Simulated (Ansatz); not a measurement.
This script makes a check of PAW against all-electron LAPW of AlRu, space group Pm-3m with Ansatz 0.2.0, Python API.

`run_paw_lapw.py`
```python
"""PAW against all-electron LAPW for AlRu."""

from dataclasses import dataclass

import ansatz as az
import numpy as np


@dataclass(frozen=True)
class Options:
    xc: str = "pbe"
    kspacing: float = 0.29
    filling: str = "Marzari-Vanderbilt"
    sigma: float = 0.15
    mixing_beta: float = 0.2
    scf_tol: float = 1e-05


cfg = Options()


def count_gap(report):
    # lowest empty less highest filled band, counting bands; zero where they overlap
    return max(report.get("gap_by_band_count_ev") or 0.0, 0.0)


def main() -> None:
    system = (
        az.Lattice.of([2.9916, 0.0, 0.0], [0.0, 2.9916, 0.0], [0.0, 0.0, 2.9916])
        .atom("Al", [0.0, 0.0, 0.0])
        .atom("Ru", [0.5, 0.5, 0.5])
    )

    calculation = system.calculation()
    calculation = calculation.functional(cfg.xc)
    calculation = calculation.kpoints(spacing=cfg.kspacing).occupations(cfg.filling, width=cfg.sigma)
    calculation = calculation.mixing("msr1", ndim=8, beta=cfg.mixing_beta)
    calculation = calculation.scf(tolerance=cfg.scf_tol, algorithm="direct_min").stress()
    calculation = calculation.forces()
    calculation = calculation.band_table()
    variants = {
        "PAW": calculation.pseudopotentials("paw"),
        "LAPW": calculation.pseudopotentials("all_electron", lapw=True),
    }
    # totals differ by the cores that each treatment holds, so compare what does not depend on them
    rows = []
    for label, variant in variants.items():
        report = variant.run(threads=1).report
        levels = np.array(report["eigenvalues_ev"][0]) - report["fermi_energy_ev"]
        print(label, "levels at the first k-point near E_F:", np.round(levels[np.abs(levels) < 5], 3))
        rows.append((label, report["n_electrons"], np.trace(report["stress_gpa"]) / 3, count_gap(report)))
    for row in rows:
        print("; ".join(f"{name} = {round(v, 4) if isinstance(v, float) else v}" for name, v in zip(["treatment", "electrons in bands", "P GPa", "gap by band count eV"], row)))


if __name__ == "__main__":
    main()
```

How well do the two treatments of the cores agree on the pressure?

PAW gives 2.873 GPa and LAPW 2.814 GPa, 0.06 GPa apart. They took 1.5 and 15.5 s of processor time.

The output:

```console
$ python run_paw_lapw.py
DeckWarning: basis.ecutwfc = 420 eV, auto-derived from the records' recommended cutoffs: set by Al (normal level)
DeckWarning: scf.convergence.dr2_threshold = 1e-5 eV is looser than this run's default, which is 1e-7 eV or tighter. The error in the forces grows as the threshold's square root, so leave the key out unless less accurate forces are enough
DeckWarning: output.stress: scf.convergence.dr2_threshold = 1e-5 eV is looser than the 2e-10 eV advised for a printed stress (1e-10 eV for each atom of the cell: 2). What an SCF threshold leaves in a stress goes as its square root, and in the free energy as the threshold itself, and one threshold admits the most on a [...]
PAW levels at the first k-point near E_F: [-3.624 -3.624  0.131  0.131  0.131]
DeckWarning: output.stress: scf.convergence.dr2_threshold = 1e-5 eV is looser than the 1e-7 eV advised for a printed stress on datasets or a basis made for the crystal, by an estimate of what a threshold leaves in their stress. Set scf.convergence.dr2_threshold to 1e-7 eV or tighter
LAPW levels at the first k-point near E_F: [-3.624 -3.624  0.132  0.132  0.132]
treatment = PAW; electrons in bands = 19.0; P GPa = 2.8735; gap by band count eV = 0.0
treatment = LAPW; electrons in bands = 37.0; P GPa = 2.8138; gap by band count eV = 0.0
```
(Warnings from the package without file and line, shortened.)

Notes:
- The settings weren't tested for convergence.
- For a metal this k-point mesh is coarse: on a finer one energies can move by several to tens of meV an atom and pressures by half a GPa or more, differences at one mesh by less.
- A gap by band count of zero or less means overlapping bands, a metal, and at an odd count of electrons it is no gap at all.
- The structure is a deposited one; some such entries were measured under pressure or heat, so a shift against it needn't be the functional's error alone.
- Levels are Kohn-Sham eigenvalues on this mesh, without spin-orbit coupling.
- Pressure is positive in compression; the treatments may keep other shells as core, so totals and counts of electrons can differ.
- Finished in 18 s on 1 thread of Intel(R) Xeon(R) 6975P-C (Granite Rapids) (shared host), peak memory 0.54 GiB.

(A comment or docstring line of the script was reworded after the run, the code is as it ran; lines on the test bed's own set-up are left out of the output.)
